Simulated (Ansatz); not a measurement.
# TiOs: response to strain

TiOs is deformed so: zz strain of -2 %. What stress and forces result, by LAPW, PAW and all-electron datasets made for the crystal?

Program: Ansatz 0.2.0. Level of theory: DFT PBEsol, scalar-relativistic. These are calculated values, not measurements.

## Step 1: The structure to begin with

The structure is cubic, space group Pm-3m (No. 221). Conventional cell: a = 3.080 Å, b = 3.080 Å, c = 3.080 Å, α = 90.00°, β = 90.00°, γ = 90.00°. Ti (site symmetry m-3m) has 8 Os at 2.67 Å as nearest neighbours. Os (site symmetry m-3m) is surrounded by 8 Ti at 2.67 Å.

Structure file:

```xyz
2
Lattice="3.0800 0.0000 0.0000 0.0000 3.0800 0.0000 0.0000 0.0000 3.0800" Properties=species:S:1:pos:R:3 pbc="T T T"
Ti    1.5400    1.5400    1.5400
Os    0.0000    0.0000    0.0000
```

Atoms are numbered in the order of the input: Ti1, Os2.

## Step 2: The deformed structure

Space group Pm-3m before, P4/mmm after.

## Step 3: Full-potential LAPW

input.yaml reads:

```yaml
crystal:
  lattice:
    - [3.08, 0.0, 0.0]
    - [0.0, 3.08, 0.0]
    - [0.0, 0.0, 3.0184]
  atoms:
    - { symbol: Ti, position: [0.5, 0.5, 0.5] }
    - { symbol: Os, position: [0.0, 0.0, 0.0] }
kpoints:
  mp_grid: { grid: [13, 13, 13] }
  band_path:
    path:
      - [0.0, 0.0, 0.0]
      - [0.0, 0.5, 0.0]
      - [0.5, 0.5, 0.0]
      - [0.0, 0.0, 0.0]
      - [0.0, 0.0, 0.5]
      - [0.0, 0.5, 0.5]
      - [0.5, 0.5, 0.5]
      - [0.0, 0.0, 0.5]
      - [0.0, 0.5, 0.0]
    npoints: 5
scf:
  occupations: { method: fermi_dirac, width: 0.03 }
hamiltonian:
  xc: pbesol
  pseudopotentials: { kind: all_electron, lapw: { basis_error: 0.0005 } }
output:
  forces: true
  stress: true
  eigenvalues: true
```

Command:

```console
$ ansatz run input.yaml --threads 1 --pin off --max-ram 3072MiB --backend cpu --events-out ev --progress --plain --runs-dir out
```

## Step 4: Frozen-core PAW

input.yaml reads:

```yaml
crystal:
  lattice:
    - [3.08, 0.0, 0.0]
    - [0.0, 3.08, 0.0]
    - [0.0, 0.0, 3.0184]
  atoms:
    - { symbol: Ti, position: [0.5, 0.5, 0.5] }
    - { symbol: Os, position: [0.0, 0.0, 0.0] }
kpoints:
  mp_grid: { grid: [13, 13, 13] }
scf:
  occupations: { method: fermi_dirac, width: 0.03 }
hamiltonian:
  xc: pbesol
  pseudopotentials: { kind: paw }
output:
  forces: true
  stress: true
  eigenvalues: true
  efg: { contact_densities: true }
  write_density: true
  write_potential: true
  elf: true
  volumetric_format: npy
```

## Step 5: Datasets made for this crystal

Changes to input.yaml since step 4:

```diff
@@ -14,3 +14,3 @@
   xc: pbesol
-  pseudopotentials: { kind: paw }
+  pseudopotentials: { kind: all_electron, datasets: crystal }
 output:
@@ -20,5 +20 @@
   efg: { contact_densities: true }
-  write_density: true
-  write_potential: true
-  elf: true
-  volumetric_format: npy
```

(Steps that only read results are left out.)

What does the calculation give? Wanted: pressure; largest shear or deviatoric stress.

As calculated:

```
                                 quantity                                           value
                                 pressure  LAPW 0.68, PAW 0.69, crystal datasets 0.68 GPa
largest shear or deviatoric stress (LAPW)                                        4.80 GPa
```

**Reading.** The largest part of the stress beyond the pressure is 4.80 GPa in size, in the zz component; the atoms are carried along and not relaxed. No run of the undeformed cell stands beside it, so the pressure holds what the given cell had before the change. PAW: stress within 0.01 GPa of LAPW. Crystal datasets: stress within 0.01 GPa of LAPW. Spin-orbit coupling is left out, though the cell holds Os; in elements this heavy it can shift bands and gaps by tenths of an eV.
